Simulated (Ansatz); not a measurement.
# CH11AlN2Si2: the cost of one run

All numbers below are computed with Ansatz 0.2.0 (RKS B3LYP/6-31G).

### 1 The structure to begin with

Bond lengths (14 of 16 bonds, heavy atoms first): N1–Al2 1.895 Å, Al2–N3 1.931 Å, N3–Si4 1.853 Å, N3–C5 1.442 Å, C5–Si6 1.902 Å, N1–H7 0.995 Å, N1–H8 1.092 Å, Al2–H9 1.631 Å, Si4–H10 1.423 Å, Si4–H11 1.507 Å, Si4–H12 1.441 Å, C5–H13 1.136 Å, C5–H14 1.097 Å, Si6–H15 1.448 Å. Angles (14 of 27 angles, heavy atoms first): N1–Al2–N3 120.4°, Al2–N3–Si4 106.6°, Al2–N3–C5 114.3°, Si4–N3–C5 110.9°, N3–C5–Si6 110.5°, N1–Al2–H9 120.0°, N3–Al2–H9 119.6°, Al2–N1–H7 109.2°, Al2–N1–H8 104.4°, N3–Si4–H10 108.7°, N3–Si4–H11 104.0°, N3–Si4–H12 110.1°, N3–C5–H13 114.1°, N3–C5–H14 113.2°.

The coordinates stand in the first input below.

### 2 Relaxing end A

Contents of input.yaml:

```yaml
crystal:
  periodic: [false, false, false]
  atoms:
    - { symbol: "N", position_ang: [-1.1161, -2.5663, -0.3329] }
    - { symbol: Al, position_ang: [-0.0241, -1.516, 0.8059] }
    - { symbol: "N", position_ang: [0.6905, 0.1697, 0.1927] }
    - { symbol: Si, position_ang: [1.8091, -0.2166, -1.2327] }
    - { symbol: C, position_ang: [-0.3112, 1.1346, -0.1866] }
    - { symbol: Si, position_ang: [-1.0, 2.0185, 1.3504] }
    - { symbol: H, position_ang: [-0.6517, -3.4237, -0.5308] }
    - { symbol: H, position_ang: [-1.1773, -1.989, -1.2583] }
    - { symbol: H, position_ang: [0.3119, -2.0322, 2.3159] }
    - { symbol: H, position_ang: [2.4063, 0.9931, -1.6838] }
    - { symbol: H, position_ang: [0.8815, -0.7654, -2.2865] }
    - { symbol: H, position_ang: [2.7819, -1.2061, -0.8453] }
    - { symbol: H, position_ang: [-1.1888, 0.6927, -0.7576] }
    - { symbol: H, position_ang: [0.0917, 1.9672, -0.7761] }
    - { symbol: H, position_ang: [-1.9711, 3.0104, 0.9386] }
    - { symbol: H, position_ang: [-1.6638, 1.059, 2.2394] }
    - { symbol: H, position_ang: [0.1122, 2.6697, 2.0878] }
basis:
  gaussian: { orbitals: "6-31G" }
hamiltonian:
  xc: b3lyp
relax:
  f_tol: 0.015
  max_steps: 40
```

On the command line:

```sh
> ansatz run input.yaml --threads 1 --pin off --max-ram 2048MiB --backend cpu --events-out ev --progress --plain --runs-dir out
```

**Question.** How long does this run take on 1 thread of Arm Neoverse V1, shared host, and how much memory does it need?

About 4.7 min, with a peak of 0.25 GiB.
